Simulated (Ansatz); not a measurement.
# CH3BFN: taking an electron away

How much energy removes an electron from CH3BFN at fixed geometry? The cation is run at each level and the neutral's energy taken from earlier runs.

Computed with Ansatz 0.2.0, Gaussian basis. Level: unrestricted cation, the program's frozen cores in correlated methods.

The runs, in order: UKS PBE-D4/def2-TZVPP; UKS r2SCAN-D4/def2-TZVPP; UKS PBE0-D4/def2-TZVPP; UKS B3LYP-D4/def2-TZVPP; UKS wB97X-V/def2-TZVPP; UKS wB97M-V/def2-TZVPP; UKS B2PLYP/def2-TZVPP; UHF-CCSD(T)/def2-TZVPP; UHF-MP2/def2-QZVPP; extrapolation to the limit; then −ε(HOMO) from the neutral's earlier runs with LDA (SPW92), PBE-D4, revPBE-D4, BLYP-D4, r2SCAN-D4, B97M-V, PBE0-D4, B3LYP-D4, r2SCANh-D4, r2SCAN0-D4, HSE06-D4, BHLYP-D4, CAM-B3LYP-D4, LC-ωPBE, ωB97X-V, ωB97M-V.

## 1. The geometry

The geometry comes from an earlier relaxation with PBE0-D4 in a triple-zeta def2 set; it is a stationary point, not always the lowest conformer.

SMILES `BC(=N)F`, 7 atoms, charge 0, spin multiplicity 1.

Atoms are counted from 1 here; the program's logs count them from 0.

Bond lengths: B1–C2 1.561 Å, B1–H5 1.191 Å, B1–H6 1.192 Å, C2–N3 1.256 Å, C2–F4 1.341 Å, N3–H7 1.018 Å. Angles: C2–B1–H5 119.8°, C2–B1–H6 118.6°, H5–B1–H6 121.5°, B1–C2–N3 126.3°, B1–C2–F4 116.4°, N3–C2–F4 117.0°, C2–N3–H7 110.2°.

## 2. Cation, UKS PBE-D4/def2-TZVPP

File in.yaml:

```yaml
crystal:
  periodic: [false, false, false]
  atoms:
    - {symbol: B, position_ang: [-0.350509, 0.865253, -0.251705]}
    - {symbol: C, position_ang: [0.571412, -0.355680, 0.056298]}
    - {symbol: N, position_ang: [0.197723, -1.487555, 0.451992]}
    - {symbol: F, position_ang: [1.864262, -0.223689, -0.274286]}
    - {symbol: H, position_ang: [-0.170632, 1.508697, -1.237620]}
    - {symbol: H, position_ang: [-1.271996, 1.080788, 0.473142]}
    - {symbol: H, position_ang: [-0.779062, -1.455815, 0.736480]}
basis:
  gaussian: {orbitals: def2-TZVPP}
total_charge: 1
magnetization: {spin_polarized: true, initial_magnetization: 1}
hamiltonian: {xc: pbe, dispersion: d4}
```

After this run come: Cation, UKS r2SCAN-D4/def2-TZVPP; Cation, UKS PBE0-D4/def2-TZVPP; Cation, UKS B3LYP-D4/def2-TZVPP; Cation, UKS wB97X-V/def2-TZVPP; Cation, UKS wB97M-V/def2-TZVPP; Cation, UKS B2PLYP (frozen core)/def2-TZVPP; Cation, UHF-CCSD(T)/def2-TZVPP; Cation, UHF-MP2/def2-QZVPP.

Before running them: what should the planned runs give, taken together? Wanted: ionisation energy, CCSD(T)/CBS; nearest functional by difference; nearest −ε(HOMO); −ε(HOMO) of PBE; T1 of the cation.

As calculated:

| quantity | value |
| --- | --- |
| ionisation energy, CCSD(T)/CBS | 11.26 eV |
| nearest functional by difference | ωB97M-V (-0.15 eV) |
| nearest −ε(HOMO) | LC-ωPBE (+0.12 eV) |
| −ε(HOMO) of PBE | 7.06 eV |
| T1 of the cation | 0.033 |

What this shows: By cation minus neutral, the functionals miss by 0.47 eV at most. The PBE orbital energy is 4.2 eV too small: a semilocal HOMO is no ionisation energy. Among orbital estimates LC-ωPBE comes nearest. Hartree-Fock falls 1.42 eV short, as the neutral has more correlation energy than the cation. The cation's T1 (from the report) is 0.033, near the customary mark of 0.045 for open shells, so the coupled-cluster value is less safe.
